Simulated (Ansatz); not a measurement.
# ClFGeH2O: the cost of one run

Method: RHF/def2-SVP, in Ansatz 0.2.0.

### Step 1. The structure to begin with

Bond lengths: Ge1–F2 1.880 Å, Ge1–H3 1.750 Å, Ge1–O4 1.769 Å, O4–H5 1.010 Å, Ge1–Cl6 2.218 Å. Angles: F2–Ge1–H3 41.0°, F2–Ge1–O4 122.9°, F2–Ge1–Cl6 122.9°, H3–Ge1–O4 122.5°, H3–Ge1–Cl6 122.5°, O4–Ge1–Cl6 109.5°, Ge1–O4–H5 109.5°.

As a file:

```xyz
6

Ge    0.0000    0.0000    0.0000
F     1.0779    0.0000    1.5402
H     1.6981    0.0000    0.4233
O    -0.8337    1.4443   -0.5894
H    -1.7915    1.2136   -0.8118
Cl   -1.0456   -1.8115   -0.7393
```

### Step 2. A restrained relaxation towards end A

Springs on the bonds that form and break draw the guess towards this end; the thresholds are loose.

The input, input.yaml:

```yaml
crystal:
  periodic: [false, false, false]
  atoms:
    - { symbol: Ge, position_ang: [0.0, 0.0, 0.0] }
    - { symbol: F, position_ang: [1.0779, 0.0, 1.5402] }
    - { symbol: H, position_ang: [1.6981, 0.0, 0.4233] }
    - { symbol: O, position_ang: [-0.8337, 1.4443, -0.5894] }
    - { symbol: H, position_ang: [-1.7915, 1.2136, -0.8118] }
    - { symbol: Cl, position_ang: [-1.0456, -1.8115, -0.7393] }
basis:
  gaussian: { orbitals: def2-SVP }
hamiltonian:
  xc: hf
relax:
  f_tol: 0.15
  max_steps: 25
  restrain:
    - { distance: [1, 2], at: 2.12, k: 30.0 }
    - { distance: [0, 1], at: 1.68, k: 30.0 }
    - { distance: [0, 2], at: 1.55, k: 30.0 }
```

Launch:

```console
$ ansatz run input.yaml --threads 1 --pin off --max-ram 2048MiB --backend cpu --events-out ev --progress --plain --runs-dir out
```

Q: Estimate wall time and peak memory on 1 thread of Intel Xeon Platinum 8488C (Sapphire Rapids), shared host.

About 12 s, with a peak of 0.19 GiB.
